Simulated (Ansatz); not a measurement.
**C2H6Cl2Si (SMILES C[Si](C)(Cl)Cl) at HSE06/def2-SVP**

What is the vertical ionisation energy of C2H6Cl2Si at HSE06/def2-SVP? 

Program for the calculation: Ansatz 0.2.0.

81 further runs of the same task are left out: 81 set aside as unsound or not needed.

## (1) The system as given

The species is C2H6Cl2Si (11 atoms), meant as a singlet with charge 0. As SMILES, `C[Si](C)(Cl)Cl`. Geometry: relaxed at PBE0-D4/def2-TZVP.

Bond lengths: C1–Si2 1.851 Å, Si2–C3 1.851 Å, Si2–Cl4 2.058 Å, Si2–Cl5 2.058 Å, C1–H6 1.093 Å, C1–H7 1.091 Å, C1–H8 1.093 Å, C3–H9 1.093 Å, C3–H10 1.091 Å, C3–H11 1.093 Å. Some angles: C1–Si2–C3 114.5°, C1–Si2–Cl4 108.6°, C1–Si2–Cl5 108.6°, C3–Si2–Cl4 108.6°, C3–Si2–Cl5 108.6°, Cl4–Si2–Cl5 107.7°, Si2–C1–H6 110.3°, Si2–C1–H7 110.5°, Si2–C1–H8 110.3°, Si2–C3–H9 110.3°.

## (2) A single-point energy at HSE06/def2-SVP

File molecule.yaml:

```yaml
crystal:
  periodic: [false, false, false]
  atoms:
    - symbol: C
      position_ang: [-1.474780, 0.260330, 0.569630]
    - symbol: Si
      position_ang: [0.049440, 0.400780, -0.470390]
    - symbol: C
      position_ang: [1.413930, -0.753620, 0.009340]
    - symbol: Cl
      position_ang: [-0.457830, 0.039560, -2.432040]
    - symbol: Cl
      position_ang: [0.750400, 2.332220, -0.351670]
    - symbol: H
      position_ang: [-1.240880, 0.476080, 1.614990]
    - symbol: H
      position_ang: [-2.234960, 0.966850, 0.231850]
    - symbol: H
      position_ang: [-1.886320, -0.749770, 0.503510]
    - symbol: H
      position_ang: [1.724400, -0.565080, 1.039920]
    - symbol: H
      position_ang: [2.278000, -0.616910, -0.643230]
    - symbol: H
      position_ang: [1.078600, -1.790430, -0.071900]
basis:
  gaussian:
    orbitals: def2-SVP
hamiltonian:
  xc: {name: HSE06}
accuracy: high
output:
  orbitals: {seedname: orbitals}
```

Started as:

```console
$ ansatz run molecule.yaml --threads 1 --pin off --max-ram 3480MiB --events-out events.jsonl --progress --plain --runs-dir runs
```

The log of the run:

```text
Warning: RAYON_NUM_THREADS=1 ignored (pool sized by the plan → 1); use --threads N
Functional definition: HSE06
  name "HSE06"
  parameter a = 0.25
  parameter omega = 0.11/bohr
  exchange = pbe_x - a*pbe_x_sr(omega) + a*exact_x_sr(omega)
  correlation = pbe_c
2521 factors; integrals over basis functions are off by at most 7.6e-9 eV
109 factors; integrals over basis functions are off by at most 1.7e-9 eV
mean field evaluation 1: about -35063.4959 eV, gradient 5.8e1 eV
mean field evaluation 2: about -35060.3795 eV, gradient 6.4e1 eV
mean field evaluation 4: about -35071.5624 eV, gradient 2.2e0 eV
mean field evaluation 8: about -35071.8067 eV, gradient 1.5e-1 eV
mean field evaluation 16: about -35071.8068 eV, gradient 1.1e-5 eV
mean field -35071.80681549 eV, -1288.8651279447 hartree, gradient 1.4e-8 eV, S^2 0.000000; 0 other end points of the search recorded, 0 dependent functions left out
reference -35071.80681855 eV, -1288.8651280570 hartree; 33, 33 occupied and 79, 79 virtual orbitals, 2521 factors
Total energy: -35071.80681855 eV, -1288.8651280570 hartree
```

Run time: 18 s. Hardware: 1 thread of Arm Neoverse V1, shared host; peak memory 0.48 GiB.

## (3) The doublet cation at the same level

File molecule.yaml:

```yaml
crystal:
  periodic: [false, false, false]
  atoms:
    - {symbol: C, position_ang: [-1.474780, 0.260330, 0.569630]}
    - {symbol: Si, position_ang: [0.049440, 0.400780, -0.470390]}
    - {symbol: C, position_ang: [1.413930, -0.753620, 0.009340]}
    - {symbol: Cl, position_ang: [-0.457830, 0.039560, -2.432040]}
    - {symbol: Cl, position_ang: [0.750400, 2.332220, -0.351670]}
    - {symbol: H, position_ang: [-1.240880, 0.476080, 1.614990]}
    - {symbol: H, position_ang: [-2.234960, 0.966850, 0.231850]}
    - {symbol: H, position_ang: [-1.886320, -0.749770, 0.503510]}
    - {symbol: H, position_ang: [1.724400, -0.565080, 1.039920]}
    - {symbol: H, position_ang: [2.278000, -0.616910, -0.643230]}
    - {symbol: H, position_ang: [1.078600, -1.790430, -0.071900]}
basis:
  gaussian:
    orbitals: def2-SVP
magnetization:
  spin_polarized: true
  initial_magnetization: 1
accuracy: high
hamiltonian:
  xc: hse06
output: {orbitals: {seedname: orbitals}}
total_charge: 1
```

Started as:

```console
$ ansatz run molecule.yaml --threads 1 --pin off --max-ram 3480MiB --events-out events.jsonl --progress --plain --runs-dir runs
```

The log of the run, cut to the lines that bear on the results:

```text
Warning: RAYON_NUM_THREADS=1 ignored (pool sized by the plan → 1); use --threads N
Functional definition: HSE06
  name "HSE06"
[...]
2520 factors; integrals over basis functions are off by at most 7.6e-9 eV
109 factors; integrals over basis functions are off by at most 1.7e-9 eV
[...]
mean field -35061.33336815 eV, -1288.4802358544 hartree, gradient 9.1e-8 eV, S^2 0.754753; 7 other end points of the search recorded, 0 dependent functions left out
reference -35061.33337140 eV, -1288.4802359738 hartree; 33, 32 occupied and 79, 80 virtual orbitals, 2520 factors
Total energy: -35061.33337140 eV, -1288.4802359738 hartree
```

It took 68 s on 1 thread of Arm Neoverse V1, shared host; peak memory 0.75 GiB.

## (4) Results

At HSE06/def2-SVP:

| quantity | value |
| --- | --- |
| singlet C2H6Cl2Si: total energy | -1288.86513 Eh |
| singlet C2H6Cl2Si: HOMO energy | -8.11 eV |
| singlet C2H6Cl2Si: LUMO energy | 1.06 eV |
| singlet C2H6Cl2Si: HOMO–LUMO gap | 9.17 eV |
| doublet cation: total energy | -1288.48024 Eh |
| doublet cation: HOMO energy (highest over α and β) | -13.94 eV |
| doublet cation: LUMO energy (lowest over α and β) | -12.84 eV |
| doublet cation: ⟨S²⟩ | 0.755 |
| vertical ionisation energy (to the doublet cation) | 10.473 eV |

**Reading.** Removing an electron at fixed nuclei costs 10.47 eV (242 kcal/mol). The negative HOMO energy of the first species, 8.11 eV, lies 2.37 eV below that difference.
